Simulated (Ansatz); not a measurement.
# AlH7N2OSi: the cost of one run

All numbers below are computed with Ansatz 0.2.0 (RKS revPBE-D4/STO-3G).

### Step 1. The system as given

Bond lengths: Al1–N2 1.920 Å, N2–H3 1.060 Å, N2–H4 1.060 Å, Al1–N5 1.920 Å, N5–H6 1.060 Å, N5–H7 1.060 Å, Al1–O8 1.780 Å, O8–Si9 1.680 Å, Si9–H10 1.460 Å, Si9–H11 1.460 Å, Si9–H12 1.460 Å. Angles (14 of 16 angles, heavy atoms first): N2–Al1–N5 120.0°, N2–Al1–O8 120.0°, N5–Al1–O8 120.0°, Al1–O8–Si9 125.0°, Al1–N2–H3 120.0°, Al1–N2–H4 120.0°, Al1–N5–H6 120.0°, Al1–N5–H7 120.0°, O8–Si9–H10 109.5°, O8–Si9–H11 109.5°, O8–Si9–H12 109.5°, H3–N2–H4 120.0°, H6–N5–H7 120.0°, H10–Si9–H11 109.4°.

As a file:

```xyz
12

Al    0.0000    0.0000    0.0000
N     0.0000    0.0000    1.9200
H    -0.8770   -0.2713    2.4500
H     0.8770    0.2713    2.4500
N     1.6627    0.0000   -0.9600
H     2.1293   -0.9179   -1.2118
H     2.1141    0.9179   -1.2382
O    -1.5415    0.0000   -0.8900
Si   -2.6907   -1.2238   -0.8267
H    -2.2881   -2.2198    0.1620
H    -3.9833   -0.6595   -0.4496
H    -2.8007   -1.8572   -2.1376
```

### Step 2. Relaxing the start

Contents of input.yaml:

```yaml
crystal:
  periodic: [false, false, false]
  atoms:
    - { symbol: Al, position_ang: [0.0, 0.0, 0.0] }
    - { symbol: "N", position_ang: [0.0, 0.0, 1.92] }
    - { symbol: H, position_ang: [-0.877, -0.2713, 2.45] }
    - { symbol: H, position_ang: [0.877, 0.2713, 2.45] }
    - { symbol: "N", position_ang: [1.6627, 0.0, -0.96] }
    - { symbol: H, position_ang: [2.1293, -0.9179, -1.2118] }
    - { symbol: H, position_ang: [2.1141, 0.9179, -1.2382] }
    - { symbol: O, position_ang: [-1.5415, 0.0, -0.89] }
    - { symbol: Si, position_ang: [-2.6907, -1.2238, -0.8267] }
    - { symbol: H, position_ang: [-2.2881, -2.2198, 0.162] }
    - { symbol: H, position_ang: [-3.9833, -0.6595, -0.4496] }
    - { symbol: H, position_ang: [-2.8007, -1.8572, -2.1376] }
basis:
  gaussian: { orbitals: STO-3G }
hamiltonian:
  xc: revpbe
  dispersion: d4
relax:
  f_tol: 0.02
  max_steps: 40
output:
  orbitals: {}
```

On the command line:

```bash
$ ansatz run input.yaml --threads 1 --pin off --max-ram 2048MiB --backend cpu --events-out ev --progress --plain --runs-dir out
```

**Question.** How long does this run take on 1 thread of Arm Neoverse V2, shared host, and how much memory does it need?

About 75 s, with a peak of 0.15 GiB.
